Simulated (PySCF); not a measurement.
F4C2H2, in a box:

```
CELL_PARAMETERS angstrom
12.00000 0.00000 0.00000
0.00000 12.00000 0.00000
0.00000 0.00000 11.00000
ATOMIC_POSITIONS crystal
F 0.47485 0.37925 0.58391
C 0.47279 0.44576 0.48488
C 0.50980 0.55977 0.51730
F 0.61163 0.56482 0.55765
F 0.50770 0.62606 0.41458
F 0.44067 0.60671 0.59808
H 0.52952 0.40193 0.41535
H 0.38901 0.44769 0.44529
```

The cell isn't the ideal one: atoms moved at random, drawn with an rms of 0.05 Å.

Base run:

| Item | Value |
| --- | --- |
| Program | PySCF 2.14.0 |
| Functional | BP86 |
| Dispersion | D3(BJM) |
| Potentials or basis | def2-svp (all-electron) |
| k mesh | 1 × 1 × 1 |
| Occupations | fixed |
| Spin | no spin polarisation |

Its results: gap between the frontier levels 8.82 eV.

Q: After a change of settings the same cell gave: gap between the frontier levels 14.35 eV. Which change was it?
A. functional from BP86 to r2SCAN; dispersion from D3(BJM) to D4
B. functional from BP86 to PBEsol0; dispersion from D3(BJM) to none
C. functional from BP86 to CAM-B3LYP; dispersion from D3(BJM) to D3

A: C.

Caveats: this is a molecule in a periodic box at the Γ point, so its band gap is the HOMO-LUMO gap; the basis of atomic orbitals isn't converged, which shifts pressures, moduli and gaps.

Runs at the PBE level aren't shown here.
